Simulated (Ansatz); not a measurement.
I need harmonic frequencies at the relaxed geometry of CH4GeO2, SMILES C[O][Ge][OH]. Use Ansatz 0.2.0 through its Python package. Use (for the species named): Hartree-Fock, def2-SVP basis, multiplicity 1.

```json
{"atom": "C", "x (Å)": "0.1614", "y (Å)": "0.8317", "z (Å)": "-0.7039"}
{"atom": "O", "x (Å)": "0.9863", "y (Å)": "0.4948", "z (Å)": "0.3116"}
{"atom": "Ge", "x (Å)": "0.8402", "y (Å)": "-1.2881", "z (Å)": "0.4785"}
{"atom": "O", "x (Å)": "-0.3411", "y (Å)": "-1.6797", "z (Å)": "1.6637"}
{"atom": "H", "x (Å)": "0.4036", "y (Å)": "0.4021", "z (Å)": "-1.7013"}
{"atom": "H", "x (Å)": "-0.9410", "y (Å)": "0.6454", "z (Å)": "-0.4583"}
{"atom": "H", "x (Å)": "0.2021", "y (Å)": "1.9788", "z (Å)": "-0.8409"}
{"atom": "H", "x (Å)": "-1.2193", "y (Å)": "-1.4420", "z (Å)": "1.1948"}
```

The script, `freq_ch4geo2.py`:
```python
import itertools

import ansatz
from ase import Atoms
from ase.data import atomic_numbers, covalent_radii
from ase.thermochemistry import IdealGasThermo
import numpy as np

ch4geo2 = (
    ansatz.Crystal.molecule()
    .atom("C", (0.1614, 0.8317, -0.7039))
    .atom("O", (0.9863, 0.4948, 0.3116))
    .atom("Ge", (0.8402, -1.2881, 0.4785))
    .atom("O", (-0.3411, -1.6797, 1.6637))
    .atom("H", (0.4036, 0.4021, -1.7013))
    .atom("H", (-0.941, 0.6454, -0.4583))
    .atom("H", (0.2021, 1.9788, -0.8409))
    .atom("H", (-1.2193, -1.442, 1.1948))
)

job = (
    ch4geo2.calculation()
    .basis(gaussian="def2-SVP")
    .functional("HF")
)
symbols = [site.symbol for site in ch4geo2.cartesian_sites]
start = np.array([site.position_ang for site in ch4geo2.cartesian_sites], dtype=float)
def progress(event):
    if event["event"] == "relax_step":
        row = event["data"]
        print(f"step {row['step']:3d}  E = {row['lagrangian_ev']:.6f} eV  largest force component {row['allowed_force_max_ev_ang']:.4f} eV/A")


data = job.relax(force_tolerance=0.003, max_steps=100).session().plan().execute(on_event=progress).report
end = np.array(data["positions_ang"])

radius = [covalent_radii[atomic_numbers[s]] for s in symbols]
span = lambda where, i, j: np.linalg.norm(where[i] - where[j])
bonded = [(i, j) for i, j in itertools.combinations(range(len(symbols)), 2) if min(span(start, i, j), span(end, i, j)) < 1.2 * (radius[i] + radius[j])]
print("pair        before    after (A)")
for i, j in bonded:
    print(f"{symbols[i]}{i}-{symbols[j]}{j}".ljust(10), f"{span(start, i, j):8.4f} {span(end, i, j):8.4f}")

minimum = ansatz.Crystal.molecule()
for symbol, place in zip(symbols, end):
    minimum = minimum.atom(symbol, place.tolist())
vibrating = (
    minimum.calculation()
    .basis(gaussian="def2-SVP")
    .functional("HF")
    .phonons(temperatures=(200, 600, 100))
)
vib = vibrating.run(threads=1).report["vibrations"]
sums = vib["harmonic_sums"]
modes = [m["omega_inv_cm"] for m in sums["modes_at_gamma"] if m["rigid_motion"] == "no"]
print("frequencies (1/cm):", " ".join(f"{w:.0f}" for w in modes))
print("imaginary modes:", sum(w < 0 for w in modes), " zero-point energy:", round(sums["zero_point_energy_ev"], 4), "eV")
gas = IdealGasThermo(vib_energies=[w / 8065.544 for w in modes if w > 0], geometry="linear" if len(modes) == 3 * len(symbols) - 5 else "nonlinear",
                     atoms=Atoms(symbols, positions=end), symmetrynumber=1, spin=0.0)
print(f"H(298 K) - E = {gas.get_enthalpy(298.15, verbose=False):.4f} eV")
print(f"S(298 K, 1 bar) = {96485.33 * gas.get_entropy(298.15, 1e5, verbose=False):.1f} J/(mol K) with symmetry number 1")
```

```console
$ python freq_ch4geo2.py
step   1  E = -61629.865456 eV  largest force component 4.2420 eV/A
step   2  E = -61630.588884 eV  largest force component 2.1031 eV/A
step   3  E = -61630.784526 eV  largest force component 2.6325 eV/A
step   4  E = -61631.120886 eV  largest force component 0.5594 eV/A
step   5  E = -61631.148051 eV  largest force component 0.3362 eV/A
step   6  E = -61631.195100 eV  largest force component 0.4900 eV/A
step   7  E = -61631.257129 eV  largest force component 0.2129 eV/A
step   8  E = -61631.266645 eV  largest force component 0.2189 eV/A
step   9  E = -61631.269189 eV  largest force component 0.1924 eV/A
step  10  E = -61631.272348 eV  largest force component 0.2012 eV/A
step  11  E = -61631.143578 eV  largest force component 2.3549 eV/A
step  12  E = -61631.274724 eV  largest force component 0.0153 eV/A
step  13  E = -61631.274183 eV  largest force component 0.2601 eV/A
step  14  E = -61631.275871 eV  largest force component 0.0511 eV/A
step  15  E = -61631.277066 eV  largest force component 0.0507 eV/A
step  16  E = -61631.278201 eV  largest force component 0.1515 eV/A
step  17  E = -61631.279472 eV  largest force component 0.1440 eV/A
step  18  E = -61631.281169 eV  largest force component 0.2193 eV/A
step  19  E = -61631.283182 eV  largest force component 0.1712 eV/A
step  20  E = -61631.284791 eV  largest force component 0.0671 eV/A
step  21  E = -61631.282397 eV  largest force component 0.2961 eV/A
step  22  E = -61631.286445 eV  largest force component 0.0344 eV/A
step  23  E = -61631.287776 eV  largest force component 0.0103 eV/A
step  24  E = -61631.284543 eV  largest force component 0.3109 eV/A
step  25  E = -61631.288668 eV  largest force component 0.0132 eV/A
step  26  E = -61631.288906 eV  largest force component 0.0950 eV/A
step  27  E = -61631.289163 eV  largest force component 0.0509 eV/A
step  28  E = -61631.289555 eV  largest force component 0.0063 eV/A
step  29  E = -61631.289587 eV  largest force component 0.0203 eV/A
step  30  E = -61631.289646 eV  largest force component 0.0120 eV/A
step  31  E = -61631.289667 eV  largest force component 0.0057 eV/A
step  32  E = -61631.289671 eV  largest force component 0.0015 eV/A
pair        before    after (A)
C0-O1        1.3510   1.3895
C0-H4        1.1127   1.0949
C0-H5        1.1447   1.0949
C0-H6        1.1560   1.0900
O1-Ge2       1.7966   1.7688
Ge2-O3       1.7186   1.7696
O3-H7        1.0235   0.9454
frequencies (1/cm): 80 152 183 347 431 623 730 801 1231 1282 1302 1605 1610 1616 3146 3213 3264 4189
imaginary modes: 0  zero-point energy: 1.5998 eV
H(298 K) - E = 1.7847 eV
S(298 K, 1 bar) = 325.6 J/(mol K) with symmetry number 1
```

Total energies depend on the basis set; only differences at equal settings carry meaning. The frequencies are harmonic and unscaled, in a modest basis. The result belongs to the one conformer reached from this start, and soft torsions count as harmonic oscillators. The entropy takes a symmetry number of 1; a symmetric molecule's is lower by R ln(sigma). Timing: 120 s on 1 thread of Arm Neoverse V2, on a shared host, peak memory 0.31 GiB.
